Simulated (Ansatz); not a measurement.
**Hf: one crystal by all-electron and frozen-core methods**

The same cell of Hf is computed with full-potential LAPW, frozen-core PAW and all-electron PAW on datasets made for the crystal, to set the results side by side.

This is Hf in the fcc structure; at room conditions it is hcp.

Program: Ansatz 0.2.0. Level of theory: DFT PBEsol, scalar-relativistic. These are calculated values, not measurements.

### Step 1. Starting point

The structure is cubic, space group Fm-3m (No. 225). The conventional cell has a = 4.440 Å, b = 4.440 Å, c = 4.440 Å, α = 90.00°, β = 90.00°, γ = 90.00°. Around Hf (site symmetry m-3m) lie 12 Hf at 3.14 Å.

Coordinates:

```cif
data_structure
_symmetry_space_group_name_H-M 'P 1'
_symmetry_Int_Tables_number 1
_cell_length_a 3.1396
_cell_length_b 3.1396
_cell_length_c 3.1396
_cell_angle_alpha 60.000
_cell_angle_beta 60.000
_cell_angle_gamma 60.000
_cell_volume 21.88
loop_
_atom_site_label
_atom_site_type_symbol
_atom_site_fract_x
_atom_site_fract_y
_atom_site_fract_z
_atom_site_occupancy
Hf1 Hf 0.00000 0.00000 0.00000 1
```

The structure is an experimental refinement, used without relaxation.

### Step 2. Full-potential LAPW

Contents of input.yaml:

```yaml
crystal:
  lattice:
    - [0.0, 2.22, 2.22]
    - [2.22, 0.0, 2.22]
    - [2.22, 2.22, 0.0]
  atoms:
    - { symbol: Hf, position: [0.0, 0.0, 0.0] }
kpoints:
  mp_grid: { grid: [16, 16, 16] }
  band_path:
    path:
      - [0.0, 0.0, 0.0]
      - [0.5, 0.0, 0.5]
      - [0.625, 0.25, 0.625]
      - [0.375, 0.375, 0.75]
      - [0.0, 0.0, 0.0]
      - [0.5, 0.5, 0.5]
      - [0.5, 0.25, 0.75]
      - [0.5, 0.0, 0.5]
    npoints: 14
scf:
  occupations: { method: fermi_dirac, width: 0.03 }
hamiltonian:
  xc: pbesol
  pseudopotentials: { kind: all_electron, lapw: { basis_error: 0.00025 } }
output:
  forces: true
  stress: true
  eigenvalues: true
  populations: true
  dos: { projected: true, de: 0.2, e_range: [-14, 8] }
```

Started as:

```
$ ansatz run input.yaml --threads 1 --pin off --max-ram 3072MiB --backend cpu --events-out ev --progress --plain --runs-dir out
```

### Step 3. Frozen-core PAW

Changes to input.yaml since step 2:

```diff
@@ -24,3 +24,3 @@
   xc: pbesol
-  pseudopotentials: { kind: all_electron, lapw: { basis_error: 0.00025 } }
+  pseudopotentials: { kind: paw }
 output:
@@ -29,3 +29,9 @@
   eigenvalues: true
+  efg: { contact_densities: true }
   populations: true
+  bader: true
   dos: { projected: true, de: 0.2, e_range: [-14, 8] }
+  write_density: true
+  write_potential: true
+  elf: true
+  volumetric_format: npy
```

### Step 4. All-electron PAW on datasets made for the crystal

Changes to input.yaml since step 3:

```diff
@@ -19,3 +19,3 @@
       - [0.5, 0.0, 0.5]
-    npoints: 14
+    npoints: 8
 scf:
@@ -24,3 +24,3 @@
   xc: pbesol
-  pseudopotentials: { kind: paw }
+  pseudopotentials: { kind: all_electron, datasets: crystal }
 output:
@@ -30,8 +30 @@
   efg: { contact_densities: true }
-  populations: true
-  bader: true
-  dos: { projected: true, de: 0.2, e_range: [-14, 8] }
-  write_density: true
-  write_potential: true
-  elf: true
-  volumetric_format: npy
```

(Steps that only read results are left out.)

Q: Predict the outcome of this session. Wanted: pressure; gap; highest ELF.

The runs gave:

```
         quantity                                              value
         pressure  LAPW -1.60, PAW -1.62, crystal datasets -1.60 GPa
       gap (LAPW)                                               none
highest ELF (PAW)                               0.70, 2.22 Å from Hf
```

What this shows: At this geometry the cell is under tension of 1.6 GPa, so it would shrink if let go. There is no gap at this level; the crystal is a metal here. Hf 5d carries the largest share, 91 %, of the projected states within 0.3 eV of the Fermi level. The projection holds only the free atom's occupied shells (Hf 6s, Hf 5d in this range). PAW lies -0.03 GPa from LAPW in pressure. LAPW took about 2.3 times as long as PAW (14 s against 5.8 s, on a shared host and with the outputs that each input asks for). Spin-orbit coupling is left out, though the cell holds Hf; in elements this heavy it can shift bands and gaps by tenths of an eV.
